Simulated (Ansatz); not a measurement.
# NW: the cost of one run

Program: Ansatz 0.2.0, Gaussian basis. Level of theory: def2-QZVPP, core rule «outside noble gas», up to 5 orbitals frozen. These are calculated values, not measurements.

To be run: UHF; ROHF; CCSD(T) on UHF.

2 further runs of the same task are left out: 2 set aside as unsound or not needed.

## 1. The system

The geometry is a PBE0/def2-TZVP stationary point (not a proven minimum) of the parent state, kept for this charge and spin. No spin-orbit coupling is included. Elements past krypton take def2 core potentials.

2 atoms, charge 1, spin multiplicity 3.

Atoms are counted from 1 here; the program's logs count them from 0.

Bond lengths: W1–N2 1.617 Å.

As a file:

```xyz
2
NW
W     0.00000    0.00000    0.00000
N     0.00000    0.00000    1.61740
```

## 2. UHF

File in.yaml:

```yaml
crystal:
  periodic: [false, false, false]
  atoms:
    - {symbol: W, position_ang: [0.000000, 0.000000, 0.000000]}
    - {symbol: N, position_ang: [0.000000, 0.000000, 1.617400]}
basis:
  gaussian: {orbitals: "def2-QZVPP.json"}
total_charge: 1
magnetization: {spin_polarized: true, initial_magnetization: 2}
hamiltonian: {xc: hf}
output: {orbitals: {seedname: orbitals}}
```

On the command line:

```sh
> ansatz run in.yaml --threads 1 --pin off --events-out ev --progress --plain --max-ram 4096MiB --backend cpu
```

Q: Estimate wall time and peak memory on 1 thread of AMD EPYC 7R13, shared host.

About 16 s, with a peak of 0.31 GiB.
